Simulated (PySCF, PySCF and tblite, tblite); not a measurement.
# C4H7FOS: a path driven as ring inversion, and NMR exchange, part 2 of 2

PySCF and tblite. Atoms count from 0. Earlier steps stand in the parts before.

### Step 12. The path in numbers

The job: settings as JSON, then the geometry in Å.

```
{"job": {"smiles": "O=S1CCC(F)C1", "charge": 0, "mult": 1, "motion": "ring", "what": "5-membered ring", "atoms": [1, 2, 3, 4, 6], "ring": [1, 2, 3, 4, 6], "study": "path", "level": {"kind": "nmr", "xc": "B3LYP", "basis": "pcSseg-1"}, "fields": [60, 200, 300], "first": 3, "seed": 684, "kind": "path"}, "charge": 0, "multiplicity": 1}
O     -0.572296     2.270070     0.908290
S     -0.506901     1.630033    -0.404086
C      1.114378     0.735270    -0.451877
C      0.928596    -0.435773     0.490298
C     -0.380018    -1.096342     0.073560
F     -0.167076    -1.822536    -1.086845
C     -1.398396    -0.000512    -0.201734
H      1.898969     1.420014    -0.142888
H      1.273511     0.410012    -1.477889
H      0.831008    -0.071550     1.514211
H      1.754033    -1.146485     0.437878
H     -0.737175    -1.824217     0.811083
H     -2.090538     0.135423     0.625276
H     -1.948772    -0.203878    -1.117444
```

What it wrote:

```text
stationary points (kcal/mol above the start)
  n  kind          group   xTB      DFT    lowest mode
  0  minimum      C1       0.00     0.00      52.9
  1  saddle       C1       2.66     3.99     -54.5
  2  minimum      C1       0.99     3.07      48.6

GFN2-xTB energies: T/K, barrier G, reaction G (kcal/mol), k forward, k back (1/s)
 150.00     2.67     1.02   4.09e+08   1.24e+10
 200.00     2.75     1.00   4.14e+09   5.15e+10
 250.00     2.85     0.99   1.69e+10   1.22e+11
 298.15     2.96     0.97   4.22e+10   2.16e+11
 350.00     3.09     0.95   8.58e+10   3.34e+11
 400.00     3.23     0.93   1.44e+11    4.6e+11
 500.00     3.53     0.88   2.98e+11   7.26e+11

B3LYP/pcSseg-1 + D3(BJ) energies: T/K, barrier G, reaction G (kcal/mol), k forward, k back (1/s)
 150.00     3.99     3.09   4.81e+06   1.53e+11
 200.00     4.07     3.08   1.48e+08    3.4e+11
 250.00     4.17     3.06   1.17e+09   5.54e+11
 298.15     4.28     3.04   4.51e+09   7.64e+11
 350.00     4.41     3.02   1.28e+10   9.83e+11
 400.00     4.55     3.00   2.72e+10   1.18e+12
 500.00     4.86     2.96   7.86e+10   1.54e+12
```

It took 2 min on 1 thread of Arm Neoverse N1, shared host; peak memory 0.83 GiB. This counts the whole study up to here.

Barriers by level (kcal/mol; entropies in cal/(mol K)). Zero-point and thermal terms come from xTB in every row. ΔG‡ leaves symmetry out; the rate counts one path; effective ΔG‡, where given, is the barrier that would give that rate by Eyring's equation alone:

| level | ΔE‡ | with zero-point | ΔH‡ | ΔS‡ | ΔG‡ (298 K) | ΔE of reaction | k at 298 K (1/s) | effective ΔG‡ |
| --- | --- | --- | --- | --- | --- | --- | --- | --- |
| GFN2-xTB | 2.66 | 2.55 | 2.12 | -2.8 | 2.96 | 0.99 | 4.2e+10 | 2.96 |
| B3LYP/pcSseg-1 + D3(BJ) | 3.99 | 3.87 | 3.44 | -2.8 | 4.28 | 3.07 | 4.5e+09 | 4.28 |

Sites that the driver pairs across this motion, and where their lines would merge (no couplings; faster rotations or exchange between molecules can average them sooner):

| nucleus | sites: shielding (ppm) | proton frequency (MHz) | spread (Hz) | coalescence (K) | lines at 298 K |
| --- | --- | --- | --- | --- | --- |
| ¹⁹F | F5: 366.0; F5 (end): 387.0 | 300 | 5926 | not given | – |
| ¹⁷O | O0: 257.2; O0 (end): 235.7 | 300 | 877 | not given | – |
| ¹³C | C6: 108.7; C6 (end): 116.9 | 300 | 616 | not given | – |
| ¹H | H8: 29.44; H8 (end): 28.21 | 300 | 368 | not given | – |
| ¹H | H13: 28.42; H13 (end): 29.51 | 300 | 328 | not given | – |
| ¹³C | C2: 122.9; C2 (end): 118.7 | 300 | 317 | not given | – |
| ¹H | H10: 29.19; H10 (end): 30.02 | 300 | 250 | not given | – |
| ¹H | H7: 29.07; H7 (end): 29.62 | 300 | 162 | not given | – |

A dash: the driver gave no coalescence for this row (it judged the minor form too scarce).

Rows that set an atom against itself at the end compare its shielding in the two forms.

Lines of quadrupolar nuclei are broad, so their coalescence could hardly be seen.

### Step 13. Shieldings, start: PBE0/6-31++G**

The job: settings as JSON, then the geometry in Å.

```
{"job": {"kind": "nmr", "xc": "PBE0", "basis": "6-31++G**", "pop": false}, "charge": 0, "multiplicity": 1}
O     -0.572296     2.270070     0.908290
S     -0.506901     1.630033    -0.404086
C      1.114378     0.735270    -0.451877
C      0.928596    -0.435773     0.490298
C     -0.380018    -1.096342     0.073560
F     -0.167076    -1.822536    -1.086845
C     -1.398396    -0.000512    -0.201734
H      1.898969     1.420014    -0.142888
H      1.273511     0.410012    -1.477889
H      0.831008    -0.071550     1.514211
H      1.754033    -1.146485     0.437878
H     -0.737175    -1.824217     0.811083
H     -2.090538     0.135423     0.625276
H     -1.948772    -0.203878    -1.117444
```

What it wrote:

```text
coarse grid: 12480 points
cycle   1  E = -729.2469304196  dE =  1.211e+00  |g| = 9.013e-01  |ddm| = 4.343e+00
cycle   2  E = -728.4925709853  dE =  7.544e-01  |g| = 2.090e+00  |ddm| = 1.432e+01
cycle   3  E = -729.3963700366  dE = -9.038e-01  |g| = 2.638e-01  |ddm| = 1.275e+01
cycle   4  E = -729.4095916015  dE = -1.322e-02  |g| = 1.151e-01  |ddm| = 8.948e-01
cycle   5  E = -729.4121900774  dE = -2.598e-03  |g| = 1.864e-02  |ddm| = 2.035e-01
cycle   6  E = -729.4122528840  dE = -6.281e-05  |g| = 7.191e-03  |ddm| = 3.698e-02
cycle   7  E = -729.4122636511  dE = -1.077e-05  |g| = 1.206e-03  |ddm| = 1.726e-02
cycle   8  E = -729.4122640191  dE = -3.680e-07  |g| = 3.867e-04  |ddm| = 5.632e-03
final grid: 117000 points
cycle   9  E = -729.3560413680  dE = -2.169e-05  |g| = 1.110e-02  |ddm| = 6.645e-02
cycle  10  E = -729.3559926455  dE =  4.872e-05  |g| = 1.856e-02  |ddm| = 5.476e-02
cycle  11  E = -729.3560692614  dE = -7.662e-05  |g| = 2.615e-03  |ddm| = 4.593e-02
cycle  12  E = -729.3560706294  dE = -1.368e-06  |g| = 3.287e-04  |ddm| = 9.510e-03
cycle  13  E = -729.3560706476  dE = -1.816e-08  |g| = 1.308e-04  |ddm| = 1.110e-03
cycle  14  E = -729.3560706504  dE = -2.816e-09  |g| = 3.618e-05  |ddm| = 2.442e-04
cycle  15  E = -729.3560706507  dE = -2.992e-10  |g| = 5.394e-06  |ddm| = 1.146e-04
converged SCF energy = -729.3560706507

GIAO shielding tensors (ppm)
atom      isotropic    diamagn.    paramagn.     s11        s22        s33       span
  0 O      288.062     396.324    -108.261     72.994    283.685    507.508    434.514
  1 S      190.487    1038.645    -848.158     77.038    159.698    334.724    257.686
  2 C      142.947     261.591    -118.644    116.068    128.939    183.834     67.766
  3 C      162.508     248.688     -86.181    135.669    160.799    191.055     55.386
  4 C      104.395     242.722    -138.327     74.192     97.173    141.820     67.628
  5 F      376.062     466.724     -90.662    313.316    378.592    436.277    122.961
  6 C      131.142     262.935    -131.793     99.611    124.012    169.804     70.193
  7 H       29.044      30.795      -1.752     24.891     27.333     34.906     10.016
  8 H       29.370      31.993      -2.623     24.934     28.210     34.966     10.032
  9 H       28.861      29.911      -1.050     24.685     27.014     34.883     10.197
 10 H       29.170      29.489      -0.319     24.306     27.322     35.881     11.574
 11 H       26.007      27.945      -1.938     22.879     25.374     29.767      6.888
 12 H       29.208      31.667      -2.459     25.792     27.562     34.270      8.478
 13 H       28.508      31.719      -3.212     24.874     27.862     32.787      7.913
```

Wall time 35 s (1 thread of Arm Neoverse N1, shared host); peak memory 0.82 GiB.

In short: HOMO -6.80 eV, LUMO -0.10 eV; dipole 2.39 D.

### Step 14. Single-point energy, saddle of leg 1: PBE0/6-31++G**

The job: settings as JSON, then the geometry in Å.

```
{"job": {"kind": "sp", "xc": "PBE0", "basis": "6-31++G**", "pop": false}, "charge": 0, "multiplicity": 1}
O     -0.822973     2.614354    -0.500335
S     -0.448237     1.299939    -1.013890
C      1.104649     0.816019    -0.104322
C      0.998148    -0.647916     0.308283
C     -0.432800    -1.147433     0.066123
F     -0.479589    -1.804631    -1.152090
C     -1.363295     0.040673     0.005784
H      1.159181     1.491824     0.746823
H      1.949269     1.004783    -0.761661
H      1.252172    -0.768616     1.361470
H      1.675850    -1.272756    -0.274079
H     -0.743074    -1.893484     0.808069
H     -1.543551     0.472999     0.987001
H     -2.305749    -0.205756    -0.477176
```

What it wrote:

```text
coarse grid: 12480 points
cycle   1  E = -729.2413529662  dE =  1.200e+00  |g| = 8.996e-01  |ddm| = 4.330e+00
cycle   2  E = -728.4951665288  dE =  7.462e-01  |g| = 2.082e+00  |ddm| = 1.568e+01
cycle   3  E = -729.3902923136  dE = -8.951e-01  |g| = 2.651e-01  |ddm| = 1.425e+01
cycle   4  E = -729.4039715315  dE = -1.368e-02  |g| = 1.115e-01  |ddm| = 9.037e-01
cycle   5  E = -729.4064314660  dE = -2.460e-03  |g| = 1.854e-02  |ddm| = 1.836e-01
cycle   6  E = -729.4064951016  dE = -6.364e-05  |g| = 6.931e-03  |ddm| = 3.780e-02
cycle   7  E = -729.4065048250  dE = -9.723e-06  |g| = 1.304e-03  |ddm| = 2.155e-02
final grid: 117000 points
cycle   8  E = -729.3504538004  dE = -1.586e-05  |g| = 1.272e-02  |ddm| = 7.171e-02
cycle   9  E = -729.3503821567  dE =  7.164e-05  |g| = 2.197e-02  |ddm| = 6.973e-02
cycle  10  E = -729.3504909364  dE = -1.088e-04  |g| = 3.131e-03  |ddm| = 5.950e-02
cycle  11  E = -729.3504929115  dE = -1.975e-06  |g| = 3.238e-04  |ddm| = 1.242e-02
cycle  12  E = -729.3504929276  dE = -1.605e-08  |g| = 1.524e-04  |ddm| = 1.233e-03
cycle  13  E = -729.3504929314  dE = -3.864e-09  |g| = 3.306e-05  |ddm| = 2.613e-04
cycle  14  E = -729.3504929317  dE = -2.424e-10  |g| = 6.463e-06  |ddm| = 9.611e-05
converged SCF energy = -729.3504929317
```

Run time: 19 s. Hardware: 1 thread of Arm Neoverse N1, shared host; peak memory 0.6 GiB.

In short: HOMO -6.80 eV, LUMO -0.37 eV; dipole 3.93 D.

### Step 15. Shieldings, end: PBE0/6-31++G**

The job: settings as JSON, then the geometry in Å.

```
{"job": {"kind": "nmr", "xc": "PBE0", "basis": "6-31++G**", "pop": false}, "charge": 0, "multiplicity": 1}
O     -0.869725     2.392039     0.549233
S     -0.426337     1.600706    -0.594453
C      1.179463     0.804608    -0.049898
C      0.975943    -0.695503    -0.008055
C     -0.474849    -0.911736     0.412967
F     -0.828931    -2.236794     0.266681
C     -1.315546    -0.026514    -0.486631
H      1.376910     1.223922     0.934980
H      1.963817     1.106118    -0.739289
H      1.665368    -1.179701     0.684315
H      1.116420    -1.138478    -0.996395
H     -0.629842    -0.666898     1.470424
H     -2.318260     0.152877    -0.107742
H     -1.363627    -0.444152    -1.491141
```

What it wrote:

```text
coarse grid: 12480 points
cycle   1  E = -729.2423083762  dE =  1.213e+00  |g| = 9.023e-01  |ddm| = 4.146e+00
cycle   2  E = -728.4543737680  dE =  7.879e-01  |g| = 2.126e+00  |ddm| = 1.278e+01
cycle   3  E = -729.3919801514  dE = -9.376e-01  |g| = 2.677e-01  |ddm| = 1.123e+01
cycle   4  E = -729.4057968577  dE = -1.382e-02  |g| = 1.154e-01  |ddm| = 8.209e-01
cycle   5  E = -729.4084711945  dE = -2.674e-03  |g| = 1.784e-02  |ddm| = 1.860e-01
cycle   6  E = -729.4085293488  dE = -5.815e-05  |g| = 7.197e-03  |ddm| = 4.240e-02
cycle   7  E = -729.4085395932  dE = -1.024e-05  |g| = 1.242e-03  |ddm| = 1.617e-02
cycle   8  E = -729.4085399873  dE = -3.941e-07  |g| = 4.284e-04  |ddm| = 5.715e-03
final grid: 117000 points
cycle   9  E = -729.3519091269  dE = -2.630e-05  |g| = 1.106e-02  |ddm| = 9.492e-02
cycle  10  E = -729.3518587688  dE =  5.036e-05  |g| = 1.874e-02  |ddm| = 5.019e-02
cycle  11  E = -729.3519367856  dE = -7.802e-05  |g| = 2.673e-03  |ddm| = 4.423e-02
cycle  12  E = -729.3519382362  dE = -1.451e-06  |g| = 3.098e-04  |ddm| = 9.324e-03
cycle  13  E = -729.3519382515  dE = -1.530e-08  |g| = 1.378e-04  |ddm| = 8.531e-04
cycle  14  E = -729.3519382547  dE = -3.152e-09  |g| = 3.835e-05  |ddm| = 2.198e-04
cycle  15  E = -729.3519382550  dE = -3.427e-10  |g| = 5.305e-06  |ddm| = 1.103e-04
converged SCF energy = -729.3519382550

GIAO shielding tensors (ppm)
atom      isotropic    diamagn.    paramagn.     s11        s22        s33       span
  0 O      268.113     392.753    -124.640     35.898    272.749    495.692    459.794
  1 S      202.153    1040.171    -838.018     80.813    152.952    372.693    291.880
  2 C      140.895     258.398    -117.504     91.616    140.642    190.426     98.810
  3 C      162.487     246.729     -84.242    133.522    167.666    186.273     52.751
  4 C      105.102     242.097    -136.995     61.446     93.737    160.123     98.677
  5 F      395.260     464.216     -68.956    386.904    395.847    403.029     16.125
  6 C      137.492     258.835    -121.343    109.085    130.225    173.166     64.082
  7 H       29.621      31.315      -1.695     26.130     28.135     34.597      8.467
  8 H       28.278      30.791      -2.512     25.270     27.310     32.256      6.986
  9 H       29.103      29.203      -0.100     24.740     27.146     35.422     10.682
 10 H       29.906      29.928      -0.022     26.357     28.490     34.870      8.513
 11 H       25.756      28.296      -2.541     23.050     26.736     27.482      4.432
 12 H       28.851      30.119      -1.269     25.859     27.320     33.373      7.514
 13 H       29.583      31.043      -1.460     26.472     28.533     33.746      7.274
```

Wall time 35 s (1 thread of Arm Neoverse N1, shared host); peak memory 0.84 GiB.

This run: HOMO -6.84 eV, LUMO -0.21 eV; dipole 3.05 D.

### Step 16. Second level: PBE0/6-31++G** + D3(BJ)

The job, as its differences from that of step 12:

```diff
@@ -1,2 +1,2 @@
-{"job": {"smiles": "O=S1CCC(F)C1", "charge": 0, "mult": 1, "motion": "ring", "what": "5-membered ring", "atoms": [1, 2, 3, 4, 6], "ring": [1, 2, 3, 4, 6], "study": "path", "level": {"kind": "nmr", "xc": "B3LYP", "basis": "pcSseg-1"}, "fields": [60, 200, 300], "first": 3, "seed": 684, "kind": "path"}, "charge": 0, "multiplicity": 1}
+{"job": {"smiles": "O=S1CCC(F)C1", "charge": 0, "mult": 1, "motion": "ring", "what": "5-membered ring", "atoms": [1, 2, 3, 4, 6], "ring": [1, 2, 3, 4, 6], "study": "path", "level": {"kind": "nmr", "xc": "PBE0", "basis": "6-31++G**", "wide": true}, "fields": [60, 200, 300], "first": 3, "seed": 684, "kind": "pathvar"}, "charge": 0, "multiplicity": 1}
 O     -0.572296     2.270070     0.908290
```

What it wrote:

```text
stationary points (kcal/mol above the start)
  n  kind          group   xTB      DFT    lowest mode
  0  minimum      C1       0.00     0.00      52.9
  1  saddle       C1       2.66     3.63     -54.5
  2  minimum      C1       0.99     2.67      48.6

GFN2-xTB energies: T/K, barrier G, reaction G (kcal/mol), k forward, k back (1/s)
 150.00     2.67     1.02   4.09e+08   1.24e+10
 200.00     2.75     1.00   4.14e+09   5.15e+10
 250.00     2.85     0.99   1.69e+10   1.22e+11
 298.15     2.96     0.97   4.22e+10   2.16e+11
 350.00     3.09     0.95   8.58e+10   3.34e+11
 400.00     3.23     0.93   1.44e+11    4.6e+11
 500.00     3.53     0.88   2.98e+11   7.26e+11

B3LYP/pcSseg-1 + D3(BJ) energies: T/K, barrier G, reaction G (kcal/mol), k forward, k back (1/s)
 150.00     3.99     3.09   4.81e+06   1.53e+11
 200.00     4.07     3.08   1.48e+08    3.4e+11
 250.00     4.17     3.06   1.17e+09   5.54e+11
 298.15     4.28     3.04   4.51e+09   7.64e+11
 350.00     4.41     3.02   1.28e+10   9.83e+11
 400.00     4.55     3.00   2.72e+10   1.18e+12
 500.00     4.86     2.96   7.86e+10   1.54e+12

PBE0/6-31++G** + D3(BJ) energies: T/K, barrier G, reaction G (kcal/mol), k forward, k back (1/s)
 150.00     3.63     2.69    1.6e+07   1.34e+11
 200.00     3.72     2.68   3.63e+08   3.08e+11
 250.00     3.82     2.66   2.41e+09   5.12e+11
 298.15     3.93     2.64   8.24e+09   7.15e+11
 350.00     4.06     2.62   2.14e+10   9.28e+11
 400.00     4.19     2.60   4.26e+10   1.12e+12
 500.00     4.50     2.56   1.13e+11   1.48e+12
```

Wall time 3.5 min (1 thread of Arm Neoverse N1, shared host); peak memory 0.84 GiB. This counts the runs that the step sums up.

Barriers by level (kcal/mol; entropies in cal/(mol K)). Zero-point and thermal terms come from xTB in every row. ΔG‡ leaves symmetry out; the rate counts one path; effective ΔG‡, where given, is the barrier that would give that rate by Eyring's equation alone:

| level | ΔE‡ | with zero-point | ΔH‡ | ΔS‡ | ΔG‡ (298 K) | ΔE of reaction | k at 298 K (1/s) | effective ΔG‡ |
| --- | --- | --- | --- | --- | --- | --- | --- | --- |
| GFN2-xTB | 2.66 | 2.55 | 2.12 | -2.8 | 2.96 | 0.99 | 4.2e+10 | 2.96 |
| B3LYP/pcSseg-1 + D3(BJ) | 3.99 | 3.87 | 3.44 | -2.8 | 4.28 | 3.07 | 4.5e+09 | 4.28 |
| PBE0/6-31++G** + D3(BJ) | 3.63 | 3.52 | 3.08 | -2.8 | 3.93 | 2.67 | 8.2e+09 | 3.93 |

### Step 17. What came out

The summary covers parts 1 to 2.

| quantity | value |
| --- | --- |
| barrier (B3LYP/pcSseg-1 + D3(BJ)) | ΔE‡ 4.0, ΔG‡(298 K) 4.3 kcal/mol |
| barrier (GFN2-xTB) | ΔE‡ 2.7 kcal/mol |
| rate at 298 K | 4.5e+09 s⁻¹ |
| end of the path | 3.1 kcal/mol from the start |

In words: The barrier is 4.0 kcal/mol at the DFT level (xTB: 2.7); with thermal terms and the count of paths the DFT value gives a rate of 4.5e+09 s⁻¹ at 298 K. An error of 1.4 kcal/mol changes that rate tenfold. PBE0/6-31++G** + D3(BJ) moves the barrier from 4.0 to 3.6 kcal/mol.
